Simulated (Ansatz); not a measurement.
# ClHSSn: an energy map over bond length S1–Sn2 and angle H4–S1–Sn2

A grid of calculations on ClHSSn, SMILES [SH][Sn][Cl], to see where the energy is lowest and how it rises around there.

Method: RHF-MP2, frozen core/def2-TZVP; program: Ansatz 0.2.0.

### Step 1. Starting geometry

4 atoms, charge 0, spin multiplicity 1.

Atoms are counted from 1 here; the program's logs count them from 0.

Bond lengths: S1–Sn2 2.478 Å, S1–H4 1.365 Å, Sn2–Cl3 2.425 Å. Angles: Sn2–S1–H4 90.7°, S1–Sn2–Cl3 95.8°.

Coordinates:

```xyz
4
ClHSSn
S     0.1986    1.5236   -0.4173
Sn   -1.4207   -0.3511   -0.3492
Cl    0.1112   -1.9629    0.6182
H     1.1664    0.7302    0.1280
```

### Step 3. Plan of the scan

First coordinate, bond length S1–Sn2: 15 values from 1.978 to 3.619 Å. Second coordinate, angle H4–S1–Sn2: 15 values from 57.7 to 127.7 °.

Nothing else is relaxed (all other coordinates rigid). Energies count from the relaxed molecule at the same level.

(The set-up runs are not shown.)

### Step 4. The run at bond length S1–Sn2 = 2.447 Å, angle H4–S1–Sn2 = 92.7°

File input.yaml:

```yaml
crystal:
  periodic: [false, false, false]
  atoms:
    - { symbol: S, position_ang: [0.183342, 1.483863, -0.408981] }
    - { symbol: Sn, position_ang: [-1.407474, -0.374138, -0.338661] }
    - { symbol: Cl, position_ang: [0.067355, -1.965927, 0.60593] }
    - { symbol: H, position_ang: [1.16791, 0.744255, 0.12335] }
basis:
  gaussian: { orbitals: def2-TZVP }
hamiltonian:
  xc: hf
output:
  forces: true
correlation:
  method: mp2
```

Command:

```console
> ansatz run input.yaml --threads 1 --pin off --max-ram 2560MiB --backend cpu --events-out ev --progress --plain --runs-dir out
```

The session goes on with these runs: the other points that were computed.

**Question.** What will these runs give? Wanted: lowest point; highest computed point; dipole moment.

As calculated:

```
               quantity                                                                                                                                                       value
           lowest point                                                                                        bond length S1–Sn2 = 2.447 Å, angle H4–S1–Sn2 = 92.7°, 0.16 kcal/mol
 highest computed point                                                                       bond length S1–Sn2 = 1.978 Å, angle H4–S1–Sn2 = 57.7°, 77.7 kcal/mol above the lowest
      dipole moment (D)  1.77 at bond length S1–Sn2 = 2.212 Å, angle H4–S1–Sn2 = 117.7° to 6.36 at bond length S1–Sn2 = 3.619 Å, angle H4–S1–Sn2 = 127.7°; 2.25 at the lowest point
time for the whole task                                                                                                                             19 min on 1 thread, shared host
```

What this shows: The lowest computed point is at bond length S1–Sn2 = 2.447 Å, angle H4–S1–Sn2 = 92.7°, 0.16 kcal/mol from the relaxed molecule at the same level. The grid is coarse, so the lowest point of the scanned range may lie between grid points; coordinates that were held can hide deeper minima. The grid shows no other well, apart from its symmetry copies. The highest computed point, bond length S1–Sn2 = 1.978 Å, angle H4–S1–Sn2 = 57.7°, lies 77.7 kcal/mol above the lowest. Round the minimum the two coordinates are nearly uncoupled. In part of the range the restricted solution is unstable, so energies in the stretched regions are not reliable (too high at mean-field level, often too low with perturbative triples).
